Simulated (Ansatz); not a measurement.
**CH5Si (SMILES C[SiH2]): UBLYP/STO-3G**

Aim: the electronic atomisation energy of CH5Si at UBLYP/STO-3G, from 4 runs. 

Program for the calculation: Ansatz 0.2.0.

52 further runs of the same task are left out: 52 set aside as unsound or not needed.

## Step 1: The system as given

The species is CH5Si (7 atoms), meant as a doublet with charge 0. SMILES: `C[SiH2]`. The coordinates come from a PBE0-D4/def2-TZVP relaxation.

Bond lengths: C1–Si2 1.875 Å, C1–H3 1.094 Å, C1–H4 1.092 Å, C1–H5 1.092 Å, Si2–H6 1.491 Å, Si2–H7 1.490 Å. Angles: C1–Si2–H6 111.8°, C1–Si2–H7 111.8°, Si2–C1–H3 110.5°, Si2–C1–H4 110.8°, Si2–C1–H5 110.8°, H6–Si2–H7 109.5°, H3–C1–H4 108.1°, H3–C1–H5 108.2°, H4–C1–H5 108.3°.

## Step 2: A single-point energy at UBLYP/STO-3G

The input, run.yaml:

```yaml
crystal:
  periodic: [false, false, false]
  atoms:
    - {symbol: C, position_ang: [-0.122600, -0.803200, 0.095200]}
    - {symbol: Si, position_ang: [0.176200, 1.034800, 0.314000]}
    - {symbol: H, position_ang: [-0.204800, -1.054900, -0.966600]}
    - {symbol: H, position_ang: [0.699200, -1.383300, 0.519500]}
    - {symbol: H, position_ang: [-1.047100, -1.107700, 0.589500]}
    - {symbol: H, position_ang: [-0.951500, 1.846400, -0.225700]}
    - {symbol: H, position_ang: [1.450600, 1.468000, -0.326000]}
basis:
  gaussian:
    orbitals: STO-3G
magnetization:
  spin_polarized: true
  initial_magnetization: 1
hamiltonian:
  xc: {name: BLYP}
accuracy: high
```

Run with:

```console
$ ansatz run run.yaml --threads 1 --pin off --max-ram 2610MiB --events-out events.jsonl --progress --plain --runs-dir runs
```

What it wrote:

```text
Warning: RAYON_NUM_THREADS=1 ignored (pool sized by the plan → 1); use --threads N
Functional definition: BLYP
  name "BLYP"
  parameter beta = 0.0042
  parameter a = 0.04918
  parameter b = 0.132
  parameter c = 0.2533
  parameter d = 0.349
  exchange = b88_x(beta = beta)
  correlation = lyp_c(a = a, b = b, c = c, d = d)
334 factors; integrals over basis functions are off by at most 7.8e-9 eV
mean field evaluation 1: about -8887.5343 eV, gradient 9.8e0 eV
mean field evaluation 2: about -8887.6107 eV, gradient 9.2e0 eV
mean field evaluation 4: about -8888.2074 eV, gradient 3.1e-1 eV
mean field evaluation 8: about -8888.1377 eV, gradient 2.1e-3 eV
mean field evaluation 16: about -8888.1377 eV, gradient 1.8e-7 eV
mean field -8888.13774519 eV, -326.6330375397 hartree, gradient 1.6e-8 eV, S^2 0.750503; 0 other end points of the search recorded, 0 dependent functions left out
reference -8888.13778448 eV, -326.6330389834 hartree; 13, 12 occupied and 6, 7 virtual orbitals, 334 factors
Total energy: -8888.13778448 eV, -326.6330389834 hartree
```

It took 1.9 s on 1 thread of Arm Neoverse V1, shared host; peak memory 0.13 GiB.

## Step 3: The C atom

The input, job.yaml:

```yaml
basis:
  gaussian: {orbitals: STO-3G}
crystal:
  periodic: [false, false, false]
  atoms:
    - {symbol: C, position_ang: [0.000000, 0.000000, 0.000000]}
magnetization: {spin_polarized: true, initial_magnetization: 2}
hamiltonian: {xc: {name: BLYP}}
accuracy: high
```

Run the same way, it converges to -37.33296 Eh (log not shown).

## Step 4: The H atom at the same level

The input, run.yaml:

```yaml
crystal:
  periodic: [false, false, false]
  atoms:
    - {symbol: H, position_ang: [0.000000, 0.000000, 0.000000]}
basis:
  gaussian:
    orbitals: STO-3G
magnetization:
  spin_polarized: true
  initial_magnetization: 1
hamiltonian:
  xc: {name: BLYP}
accuracy: high
```

Run with:

```console
$ ansatz run run.yaml --threads 1 --pin off --max-ram 2610MiB --events-out events.jsonl --progress --plain --runs-dir runs
```

What it wrote:

```text
Warning: RAYON_NUM_THREADS=1 ignored (pool sized by the plan → 1); use --threads N
Functional definition: BLYP
  name "BLYP"
  parameter beta = 0.0042
  parameter a = 0.04918
  parameter b = 0.132
  parameter c = 0.2533
  parameter d = 0.349
  exchange = b88_x(beta = beta)
  correlation = lyp_c(a = a, b = b, c = c, d = d)
1 factors; integrals over basis functions are off by at most 4.6e-10 eV
mean field evaluation 1: about -12.5918 eV, gradient 0.0e0 eV
mean field evaluation 2: about -12.5918 eV, gradient 0.0e0 eV
mean field -12.59181263 eV, -0.4627405790 hartree, gradient 0.0e0 eV, S^2 0.750000; 0 other end points of the search recorded, 0 dependent functions left out
reference -12.59183075 eV, -0.4627412451 hartree; 1, 0 occupied and 0, 1 virtual orbitals, 1 factors
Total energy: -12.59183075 eV, -0.4627412451 hartree
```

It took 0.08 s on 1 thread of Arm Neoverse V1, shared host.

## Step 5: The Si atom

The input, job.yaml:

```yaml
crystal:
  periodic: [false, false, false]
  atoms:
    - {symbol: Si, position_ang: [0.000000, 0.000000, 0.000000]}
basis:
  gaussian:
    orbitals: STO-3G
magnetization:
  spin_polarized: true
  initial_magnetization: 2
hamiltonian:
  xc: {name: BLYP}
accuracy: high
```

Run the same way, it converges to -285.90455 Eh (log not shown).

## Step 6: Summary of results

At UBLYP/STO-3G:

```
                     quantity          value
       molecule: total energy  -326.63304 Eh
               molecule: ⟨S²⟩          0.751
         C atom: total energy   -37.33296 Eh
                 C atom: ⟨S²⟩          2.000
         H atom: total energy    -0.46274 Eh
                 H atom: ⟨S²⟩          0.750
        Si atom: total energy  -285.90455 Eh
                Si atom: ⟨S²⟩          2.000
electronic atomisation energy      29.438 eV
```

What this shows: Taking the molecule apart into free atoms costs 29.44 eV (679 kcal/mol), before zero-point energy and without spin-orbit coupling. In a minimal basis such a difference can be off by several eV, whatever the method.
